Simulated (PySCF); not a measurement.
**[Pb(OCH3)2]2+: other functionals and bases at one geometry**

The task here is to estimate one member of a computed series from the others.

The runs use PySCF 2.14.0; several levels, as the steps say, no spin–orbit coupling.

3 further runs of the same task are left out: 2 for a known fault of the program, 1 that didn't finish.

**The system as given**

11 atoms, charge 2, spin multiplicity 1.

Bond lengths: Pb1–O2 1.891 Å, Pb1–O7 1.891 Å, C3–H4 1.096 Å, C3–H5 1.096 Å, C3–H6 1.096 Å, C8–H9 1.096 Å, C8–H10 1.096 Å, C8–H11 1.096 Å. Angles: O2–Pb1–O7 180.0°, H4–C3–H5 116.1°, H4–C3–H6 116.1°, H5–C3–H6 116.1°, H9–C8–H10 116.1°, H9–C8–H11 116.1°, H10–C8–H11 116.1°.

Coordinates:

```
Pb    0.00000    0.00000    0.00000
O     0.00000    0.00000    1.89114
C     0.00000    0.00000    3.51556
H    -1.07416    0.00001    3.73470
H     0.53707   -0.93025    3.73470
H     0.53709    0.93024    3.73470
O     0.00000    0.00000   -1.89114
C     0.00000    0.00000   -3.51556
H    -1.07416    0.00001   -3.73470
H     0.53709    0.93024   -3.73470
H     0.53707   -0.93025   -3.73470
```

Formal oxidation states: Pb +4. An earlier session relaxed this geometry at B3LYP, Pb def2-SVP with ECP60, O def2-SVP, C def2-SVP, H def2-SVP (singlet, point group D3h). Its vibrations showed it to be a saddle point, relaxed within its symmetry.

At B3LYP on the finer grid: E = -422.094629 Eh, HOMO -18.55 eV, LUMO -16.14 eV, Mulliken charge on Pb1 +1.65 e, largest force component 0.009 eV/Å. 

Levels to run: revPBE; PBE; BLYP; TPSSh; B3LYP, TZVP; B3LYP, x2c-SVP. Hardware: 2 threads of Arm Neoverse V2, shared host.

Set-up of the first run:

run.py (the lines that set the calculation) reads:

```python
mol = gto.M(atom='''
Pb     0.00000     0.00000     0.00000
O      0.00000     0.00000     1.89114
C      0.00000     0.00000     3.51556
H     -1.07416     0.00001     3.73470
H      0.53707    -0.93025     3.73470
H      0.53709     0.93024     3.73470
O      0.00000     0.00000    -1.89114
C      0.00000     0.00000    -3.51556
H     -1.07416     0.00001    -3.73470
H      0.53709     0.93024    -3.73470
H      0.53707    -0.93025    -3.73470''',
    basis={'Pb': 'def2-SVP', 'O': 'def2-SVP', 'C': 'def2-SVP', 'H': 'def2-SVP'},
    ecp={'Pb': 'def2-SVP'},
    charge=2, spin=0)
mf = dft.RKS(mol, xc='PBE_R,PBE')
mf.grids.atom_grid = (75, 302)
mf = mf.density_fit()  # fitting sets: Pb def2-universal-JKFIT, O def2-universal-JKFIT, C def2-universal-JKFIT, H def2-universal-JKFIT
mf.conv_tol = 1e-08; mf.max_cycle = 55
mf.kernel(dm0)  # dm0: the density of the relaxed state
```

Started as:

```bash
> OMP_NUM_THREADS=2 python run.py
```

Among the steps run: revPBE; PBE; BLYP; TPSSh; B3LYP, TZVP; B3LYP, x2c-SVP.

One table of the session follows, with a row left open; its other results are not shown here.

```
               level  HOMO (eV)  gap (eV)  charge on Pb1 (e)  largest force component (eV/Å)
B3LYP (relaxed here)     -18.55      2.41               1.65                            0.01
              revPBE     -17.20      0.42               1.58                            0.63
                 PBE     -17.25      0.38               1.56                            0.61
                BLYP     -17.13      0.44               1.53                            0.63
               TPSSh          ?         ?                  ?                               ?
         B3LYP, TZVP     -18.50      2.49               1.59                            1.31
      B3LYP, x2c-SVP     -18.52      2.42               1.64                            0.87
```

Q: Estimate the row for TPSSh from the others.

**Answer.** HOMO (eV): -17.97; gap (eV): 1.64; charge on Pb1 (e): 1.66; largest force component (eV/Å): 0.05. In the column «HOMO (eV)» it lies between B3LYP, TZVP (-18.50) and PBE (-17.25).

In one basis the HOMO–LUMO gap runs from 0.38 eV (PBE) to 2.41 eV (B3LYP). The largest leftover force, 1.31 eV/Å with B3LYP, TZVP, stands at a geometry relaxed at another level. Total energies of different levels can't be compared.
